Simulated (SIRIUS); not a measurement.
Input of a SIRIUS 7.10.0 run:

sirius.json

```json
{
  "control": {
    "processing_unit": "cpu",
    "verbosity": 2,
    "num_bands_to_print": 40,
    "print_forces": true,
    "print_stress": true
  },
  "parameters": {
    "electronic_structure_method": "pseudopotential",
    "xc_functionals": ["XC_GGA_X_PBE", "XC_GGA_C_PBE"],
    "gk_cutoff": 9.0,
    "pw_cutoff": 18.0,
    "ngridk": [6, 6, 6],
    "shiftk": [0, 0, 0],
    "smearing": "fermi_dirac",
    "smearing_width": 0.0018374661,
    "num_bands": 40,
    "num_mag_dims": 0,
    "num_dft_iter": 100,
    "energy_tol": 1e-08,
    "density_tol": 1e-06
  },
  "iterative_solver": {
    "type": "davidson",
    "min_tolerance": 1e-09,
    "tolerance_scale": [0.1, 0.25]
  },
  "mixer": {
    "type": "anderson",
    "beta": 0.7,
    "max_history": 8
  },
  "settings": {
    "tol_ne": 1e-10,
    "pseudo_grid_cutoff": 6.5
  },
  "unit_cell": {
    "lattice_vectors": [
      [1.0, 0.0, 0.0],
      [0.0, 1.0, 0.0],
      [0.0, 0.0, 1.0]
    ],
    "lattice_vectors_scale": 9.0827172844,
    "atom_coordinate_units": "lattice",
    "atom_types": ["Sb", "In"],
    "atom_files": {
      "In": "In.json",
      "Sb": "Sb.json"
    },
    "atoms": {
      "Sb": [
        [0.5, 0.5, 0.0],
        [0.0, 0.5, 0.5],
        [0.5, 0.0, 0.5]
      ],
      "In": [
        [0.0, 0.0, 0.0]
      ]
    }
  }
}
```

Potentials or basis: PseudoDojo 0.4.1 PBE standard (scalar relativistic).

Launch:

```bash
$ upf_to_json In.upf
$ upf_to_json Sb.upf
$ OMP_NUM_THREADS=1 sirius.scf --input=sirius.json --output=out.json --task=0
```

Q: Predict the pressure.

A: 0.2 GPa.

Q: What does it give for the band gap on the k mesh?

A: None (metal or under the smearing width).

Spin-orbit coupling is left out, which matters for the levels of Sb.
